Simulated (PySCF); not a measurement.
# Mn⁺: interval between two levels with spin-orbit coupling

Wanted: the interval between two levels of manganese, up a ladder of methods.

The numbers are computed with PySCF 2.14.0 (two-component X2C-1e, generalised determinants), except any that are marked as measured or tabulated.

## (1) The system

```
Element                                   : manganese (Z = 25)
Basis                                     : x2c-TZVPall-2c
Hamiltonian                               : two-component X2C-1e, Gaussian nucleus, no Breit or QED terms; spin-orbit coupling, run by run: off; screened by Boettger's factors
Core shells frozen in the correlated runs : [Ne] (for Mn⁺)
State 1                                   : Mn⁺ 3d6 5D4: [Ar] 3d6; 3d3/2 filled at m_j = +3/2; 3d5/2 filled at m_j = -3/2, -1/2, +1/2, +3/2, +5/2
Needed too, but not shown                 : Mn⁺ [Ar] 3d5 4s1 (7S)
Methods                                   : GHF, GMP2
```

Outer shells as boxes (Hund's rule):

Mn+ [Ar] 3d6
```
[Ar] core
3d [↑↓][↑ ][↑ ][↑ ][↑ ]
```

A driver program built on PySCF's X2C-1e integrals ran all steps in one process from the settings above; there is no separate input file.

It was started by

```bash
OMP_NUM_THREADS=1 python sorun2.py TASK.json OUT
```

The integrals over 54 functions and the set-up took 0.49 s of CPU time.

## (2) Mn⁺ 3d6 5D4, method by method

**GHF (spin-free)**

Standard output:

```text
cycle= 1 E= -1156.9850913576  delta_E= -1.16e+03  |FDS-SDF|= 0.0484
cycle= 2 E= -1156.9998553531  delta_E= -0.0148  |FDS-SDF|= 0.0392
cycle= 3 E= -1157.0115786996  delta_E= -0.0117  |FDS-SDF|= 0.00578
cycle= 4 E= -1157.0126577457  delta_E= -0.00108  |FDS-SDF|= 0.00262
cycle= 5 E= -1157.0129752413  delta_E= -0.000317  |FDS-SDF|= 0.000962
cycle= 6 E= -1157.0130238160  delta_E= -4.86e-05  |FDS-SDF|= 0.000239
cycle= 7 E= -1157.0130272177  delta_E= -3.4e-06  |FDS-SDF|= 9.26e-05
cycle= 8 E= -1157.0130280649  delta_E= -8.47e-07  |FDS-SDF|= 3.85e-05
cycle= 9 E= -1157.0130282622  delta_E= -1.97e-07  |FDS-SDF|= 7.74e-06
cycle= 10 E= -1157.0130282688  delta_E= -6.52e-09  |FDS-SDF|= 1.21e-06
cycle= 11 E= -1157.0130282688  delta_E= -3.87e-11  |FDS-SDF|= 3.21e-07
```

Time after the integrals: 0.68 s (1 thread of Neoverse-V1, shared host).

Occupied spinors (without spin-orbit coupling the j labels only name the start):

```
spinor shell  electrons  mean energy (eV)  weight of the nominal j  rms radius (bohr)
       1s1/2          2           -6601.5                    1.000             0.0703
       2s1/2          2           -805.78                    1.000              0.302
       2p3/2          4           -679.46                    0.833              0.273
       2p1/2          2           -679.59                    0.667              0.273
       3s1/2          2           -108.15                    1.000              0.923
       3p3/2          4           -70.410                    0.833              0.998
       3p1/2          2           -71.598                    0.667               1.00
       3d5/2          5           -19.137                    0.600               1.40
       3d3/2          1           -13.705                    0.800               1.66
```

M_J = 4, ⟨J²⟩ = 20.024, ⟨L²⟩ = 6.009, ⟨S²⟩ = 6.015.

**GMP2 (spin-free)**

The driver printed no log here.

It took 0.21 s on 1 thread of Neoverse-V1, shared host, the integrals not counted.

With 14 electrons correlated and 6 very high virtual spinors dropped, the MP2 correlation energy is -0.39293 hartree. Largest pairs: 3d5/2-3p3/2 -0.0934, 3d5/2-3d5/2 -0.0643, 3d3/2-3d5/2 -0.0489, 3d5/2-3p1/2 -0.0374, 3p3/2-3p3/2 -0.0328.

**GHF (screened spin-orbit)**

Standard output:

```text
cycle= 1 E= -1157.0015132748  delta_E= -1.16e+03  |FDS-SDF|= 0.0485
cycle= 2 E= -1157.0162866819  delta_E= -0.0148  |FDS-SDF|= 0.0392
cycle= 3 E= -1157.0280215436  delta_E= -0.0117  |FDS-SDF|= 0.00572
cycle= 4 E= -1157.0290713141  delta_E= -0.00105  |FDS-SDF|= 0.00261
cycle= 5 E= -1157.0293858341  delta_E= -0.000315  |FDS-SDF|= 0.00102
cycle= 6 E= -1157.0294412232  delta_E= -5.54e-05  |FDS-SDF|= 0.000357
cycle= 7 E= -1157.0294488073  delta_E= -7.58e-06  |FDS-SDF|= 0.000227
cycle= 8 E= -1157.0294535686  delta_E= -4.76e-06  |FDS-SDF|= 0.000135
cycle= 9 E= -1157.0294556680  delta_E= -2.1e-06  |FDS-SDF|= 5.76e-05
cycle= 10 E= -1157.0294559613  delta_E= -2.93e-07  |FDS-SDF|= 3.66e-05
cycle= 11 E= -1157.0294561387  delta_E= -1.77e-07  |FDS-SDF|= 1.46e-05
cycle= 12 E= -1157.0294561514  delta_E= -1.27e-08  |FDS-SDF|= 8.29e-06
cycle= 13 E= -1157.0294561541  delta_E= -2.64e-09  |FDS-SDF|= 6.04e-06
cycle= 14 E= -1157.0294561573  delta_E= -3.28e-09  |FDS-SDF|= 3.8e-06
cycle= 15 E= -1157.0294561591  delta_E= -1.8e-09  |FDS-SDF|= 1.82e-06
cycle= 16 E= -1157.0294561594  delta_E= -2.93e-10  |FDS-SDF|= 1.21e-06
```

Time after the integrals: 0.88 s (1 thread of Neoverse-V1, shared host).

The outer occupied spinors:

```
spinor shell  electrons  mean energy (eV)  weight of the nominal j  rms radius (bohr)
       2s1/2          2           -805.75                    1.000              0.302
       2p1/2          2           -686.97                    0.988              0.271
       2p3/2          4           -675.82                    0.994              0.274
       3s1/2          2           -108.14                    1.000              0.923
       3p3/2          4           -70.178                    0.830               1.00
       3p1/2          2           -72.046                    0.661              0.998
       3d5/2          5           -19.122                    0.591               1.40
       3d3/2          1           -13.753                    0.791               1.65
```

M_J = 4, ⟨J²⟩ = 20.024, ⟨L²⟩ = 6.013, ⟨S²⟩ = 6.012. Rows whose weight is well below 1 mix j = l ± 1/2: exchange competes with spin-orbit coupling there.

**GMP2 (screened spin-orbit)**

No log was kept for this step.

Time after the integrals: 0.21 s (1 thread of Neoverse-V1, shared host).

With 14 electrons correlated and 6 very high virtual spinors dropped, the MP2 correlation energy is -0.39309 hartree. Largest pairs: 3d5/2-3p3/2 -0.0935, 3d5/2-3d5/2 -0.0643, 3d3/2-3d5/2 -0.0489, 3d5/2-3p1/2 -0.0374, 3p3/2-3p3/2 -0.0327.

## (3) The energy differences

Interval between two levels: Mn⁺ [Ar] 3d5 4s1 [3d5/2^5 4s1/2^1, M_J = 3] → Mn⁺ [Ar] 3d6 [3d3/2^1 3d5/2^5, M_J = 4].

```
                    method  value (eV)  error (eV)
           GHF (spin-free)       3.585      +1.809
          GMP2 (spin-free)       2.024      +0.248
 GHF (screened spin-orbit)       3.556      +1.780
GMP2 (screened spin-orbit)       1.991      +0.215
```

Reference: 1.776 eV (measured; NIST Handbook of Basic Atomic Spectroscopic Data (Sansonetti and Martin, J. Phys. Chem. Ref. Data 34, 1559 (2005))).

The differences also use runs on Mn⁺ [Ar] 3d5 4s1 (7S), which are not shown here.

## (4) What came out

```
                                  quantity                                                                        value
interval between two levels, Mn⁺ → 3d6 5D4  GHF (spin-free) 3.585, GMP2 (screened spin-orbit) 1.991 eV; reference 1.776
```

Accuracy by level (over 1 difference):

```
                    method  mean absolute miss against the measured value (with the measured fine structure taken into account where it is known) (eV)
           GHF (spin-free)                                                                                                                       1.809
          GMP2 (spin-free)                                                                                                                       0.248
 GHF (screened spin-orbit)                                                                                                                       1.780
GMP2 (screened spin-orbit)                                                                                                                       0.215
```

**Reading.** GMP2 (screened spin-orbit) lands nearest to the measured value (off by 0.21 eV); GHF (spin-free) misses by most (1.81 eV). Spin-orbit coupling moves the difference by -0.033 eV at GMP2. All values hold for this basis alone; no basis-set limit was taken.
